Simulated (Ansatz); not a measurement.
**CHAlGa+ (triplet): from Hartree-Fock to the top rungs, cc-pVTZ**

An exercise on one series of results from a longer session: the logs are not shown, and one member is left open.

Computed with Ansatz 0.2.0, Gaussian basis. Level: cc-pVTZ, core rule «outside noble gas», up to 20 orbitals frozen.

Plan: UHF; CCSD(T) on ROHF; CCSD(T) on UHF; BCCD(T) on ROHF; CCSDT(Q) on ROHF; CCSDT(Q) on UHF.

4 further runs of the same task are left out: 1 for a known fault of the program, 3 set aside as unsound or not needed.

**What is computed**

The geometry is a PBE0/def2-TZVP stationary point (not a proven minimum) of the parent state, kept for this charge and spin. No spin-orbit coupling is included. The filled d shell of Ga may be among the frozen orbitals whatever the setting's name suggests; the logs give the count.

4 atoms, charge 1, spin multiplicity 3.

Atoms are counted from 1 here; the program's logs count them from 0.

Bond lengths: C1–Al2 1.943 Å, Al2–Ga3 2.652 Å, Al2–H4 1.870 Å, Ga3–H4 1.887 Å. Angles: C1–Al2–Ga3 152.6°, C1–Al2–H4 107.2°, Ga3–Al2–H4 45.3°, Al2–Ga3–H4 44.8°, Al2–H4–Ga3 89.8°.

Coordinates:

```xyz
4
CHAlGa
C     0.00000    0.35312    3.30813
Al    0.00000   -0.30751    1.48129
Ga    0.00000    0.04106   -1.14821
H     0.00000    1.18341    0.35321
```

Set-up of the first run:

in.yaml

```yaml
crystal:
  periodic: [false, false, false]
  atoms:
    - {symbol: C, position_ang: [0.000000, 0.353117, 3.308131]}
    - {symbol: Al, position_ang: [0.000000, -0.307507, 1.481286]}
    - {symbol: Ga, position_ang: [0.000000, 0.041063, -1.148206]}
    - {symbol: H, position_ang: [0.000000, 1.183406, 0.353214]}
basis:
  gaussian: {orbitals: cc-pVTZ}
total_charge: 1
magnetization: {spin_polarized: true, initial_magnetization: 2}
hamiltonian: {xc: hf}
output: {orbitals: {seedname: orbitals}}
```

On the command line:

```
> ansatz run in.yaml --threads 1 --pin off --events-out ev --progress --plain --max-ram 4096MiB --backend cpu
```

Steps of the session up to this table: UHF; CCSD(T) on ROHF; CCSD(T) on UHF; BCCD(T) on ROHF; CCSDT(Q) on ROHF; CCSDT(Q) on UHF.

One table of the session follows, with a row left open; its other results are not shown here.

It belongs to the step «Misses and costs». 

```
   method  from RCCSDT(Q) (meV)
     ROHF               +7692.5
      UHF               +6196.2
     RMP2               +2040.1
     UMP2               +1638.2
    RCCSD                +567.5
    UCCSD                +455.7
 RCCSD(T)                +112.5
 UCCSD(T)                +186.8
  BCCD(T)                +166.7
   RCCSDT                 +54.8
   UCCSDT                     ?
RCCSDT(Q)                     0
UCCSDT(Q)                  +8.4
```

**Question.** Estimate the row for UCCSDT.

**Answer.** from RCCSDT(Q) (meV): +51.7. In the column «from RCCSDT(Q) (meV)» it lies between UCCSDT(Q) (+8.4) and RCCSDT (+54.8).

Caveats from the session: The determinant is far from a pure spin state, so its energy mixes those of several spin states (harmless only where they are near-degenerate, as at dissociation). Warnings: spin contamination; large T1 diagnostic. Restricted and unrestricted rows rest on different reference determinants; where their highest levels disagree by more than a few hundredths of an eV, they describe different states and don't form one ladder.
